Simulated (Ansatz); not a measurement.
# LiAu2: the cost of one run

Method: DFT PBE, scalar-relativistic, plane waves, PAW, in Ansatz 0.2.0.

**1. The system as given**

It takes space group P4_2/mmc (No. 131, tetragonal). The conventional cell has a = 4.533 Å, b = 4.533 Å, c = 5.285 Å, α = 90.00°, β = 90.00°, γ = 90.00°. Li (site symmetry mmm) has 4 Au at 2.43 Å and 2 Li at 2.64 Å as nearest neighbours. Au (site symmetry 2mm) has 1 Au at 1.76 Å as nearest neighbours.

As a file:

```
CELL_PARAMETERS angstrom
4.53304 0.00000 0.00000
0.00000 4.53304 0.00000
0.00000 0.00000 5.28473
ATOMIC_POSITIONS crystal
Li 0.50000 0.50000 0.00000
Li 0.50000 0.50000 0.50000
Au 0.50000 0.00000 0.16667
Au 0.00000 0.50000 0.33333
Au 0.00000 0.50000 0.66667
Au 0.50000 0.00000 0.83333
```

This is candidate A: random cell with space group P4_2/mmc (No. 131).

**2. A loose first relaxation (candidate A)**

File input.yaml:

```yaml
crystal:
  lattice:
    - [4.5330384862, 0.0, 0.0]
    - [0.0, 4.5330384862, 0.0]
    - [0.0, 0.0, 5.2847284847]
  atoms:
    - { symbol: Li, position: [0.5, 0.5, 0.0] }
    - { symbol: Li, position: [0.5, 0.5, 0.5] }
    - { symbol: Au, position: [0.5, 0.0, 0.1666666667] }
    - { symbol: Au, position: [0.0, 0.5, 0.3333333333] }
    - { symbol: Au, position: [0.0, 0.5, 0.6666666667] }
    - { symbol: Au, position: [0.5, 0.0, 0.8333333333] }
basis:
  ecutwfc: 420
kpoints:
  mp_grid: { grid: [4, 4, 4] }
hamiltonian:
  xc: pbe
scf:
  occupations: { method: gaussian, width: 0.1 }
  lower_state_search: "off"
output:
  forces: true
  stress: true
  eigenvalues: true
relax:
  adjacent_minimum: "off"
  f_tol: 0.04
  max_steps: 70
  cell: { stress_tol: 0.4 }
```

Run with:

```sh
$ ansatz run input.yaml --threads 1 --pin off --max-ram 2560MiB --backend cpu --events-out ev --progress --plain --runs-dir out
```

Q: Estimate wall time and peak memory on 1 thread of Intel Xeon 6975P-C (Granite Rapids), shared host.

About 23 s, with a peak of 0.44 GiB.
